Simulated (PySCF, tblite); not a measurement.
# C6H13ClO2S: geometry, infrared bands and NMR shifts

What infrared bands and NMR shifts should C6H13ClO2S (`CCCC(C)(C)S(=O)(=O)Cl`) show?

The runs use tblite 0.8.0 and PySCF 2.14.0, with density-fitted response routines of our own; the level of theory stands in each step. All values are computed, except where a source is named. Atoms are numbered from 0 throughout.

## Step 1: The molecule as given

23 atoms, charge 0, multiplicity 1; geometry from: force field or distance geometry start.

Bonds of the start (Å): C0–C1 1.54, C1–C2 1.52, C2–C3 1.56, C3–C4 1.52, C3–C5 1.55, C3–S6 1.84, S6–O7 1.44, S6–O8 1.44, S6–Cl9 2.06, C0–H10 1.10, C0–H11 1.09, C0–H12 1.08, C1–H13 1.10, C1–H14 1.08, C2–H15 1.11, C2–H16 1.10, C4–H17 1.09, C4–H18 1.10, C4–H19 1.10, C5–H20 1.09, C5–H21 1.10, C5–H22 1.08.

## Step 2: Optimising the geometry with GFN2-xTB

Job settings and geometry (Å):

```
{"job": {"kind": "relax", "xc": "GFN2-xTB", "basis": "xTB"}, "charge": 0, "multiplicity": 1}
C      2.920300     0.170500     0.820300
C      1.686200    -0.351500     0.071400
C      0.444200     0.443100     0.442500
C     -0.874300    -0.003100    -0.267000
C     -0.763500     0.118400    -1.780100
C     -1.233300    -1.462700     0.098700
S     -2.243500     1.091900     0.278300
O     -3.489400     0.600100    -0.253800
O     -1.842100     2.468000     0.104700
Cl    -2.459600     0.877700     2.317200
H      2.770800     0.103300     1.903300
H      3.099700     1.216800     0.565300
H      3.793500    -0.408500     0.564500
H      1.562600    -1.412000     0.337900
H      1.884000    -0.293500    -0.992500
H      0.298200     0.405300     1.539400
H      0.622200     1.505600     0.204800
H     -0.480500     1.132400    -2.077600
H     -1.718600    -0.100200    -2.269400
H     -0.014700    -0.567500    -2.195700
H     -0.501900    -2.162000    -0.303500
H     -1.263000    -1.606900     1.187000
H     -2.201900    -1.738000    -0.285900
```

On the command line:

```sh
> OMP_NUM_THREADS=1 python probes_run.py task.json out
```

The driver reads the jobs from task.json and runs them one after another.

**Question.** This job is followed by: GFN2-xTB harmonic vibrations, gas phase; GIAO PBE0/pcSseg-1 NMR shielding, non-relativistic, gas phase. What will the session give for the following? strongest single infrared mode (GFN2-xTB); zero-point energy (GFN2-xTB); ¹³C shifts against TMS (PBE0/pcSseg-1, means over atoms taken as alike); ¹H shifts against TMS (PBE0/pcSseg-1, means over atoms taken as alike); ³³S shifts against CS2 (PBE0/pcSseg-1); ¹⁷O shifts against H2O (PBE0/pcSseg-1, means over atoms taken as alike); ³⁵Cl shifts against HCl (PBE0/pcSseg-1).

**Answer**, as computed:

| quantity | value |
| --- | --- |
| strongest single infrared mode (GFN2-xTB) | 1274 cm⁻¹, 365 km/mol |
| zero-point energy (GFN2-xTB) | 117.2 kcal/mol |
| ¹³C shifts against TMS (PBE0/pcSseg-1, means over atoms taken as alike) | 82.5, 40.5, 20.7, 20.4, 16.7 ppm |
| ¹H shifts against TMS (PBE0/pcSseg-1, means over atoms taken as alike) | 1.95, 1.50, 1.18, 1.13 ppm |
| ³³S shifts against CS2 (PBE0/pcSseg-1) | 394 ppm |
| ¹⁷O shifts against H2O (PBE0/pcSseg-1, means over atoms taken as alike) | 277.0 ppm |
| ³⁵Cl shifts against HCl (PBE0/pcSseg-1) | 489 ppm |

**Reading.** The optimisation took 53 steps and gained 0.239 eV; among the close pairs (by a distance rule), C2–C3 changed most, from 1.562 to 1.516 Å. All 63 modes are real, so the xTB geometry is a minimum. The strongest single mode, at 1274 cm⁻¹, has its largest shares on S6, O7 and O8 (the list is cut at 3 atoms). GFN2-xTB is a fitted tight-binding method: band positions and strengths are rough. Its intensities can rank the bands wrongly. At PBE0/pcSseg-1: Shielding is most anisotropic at Cl9 (span 904 ppm, paramagnetic term -686 ppm).
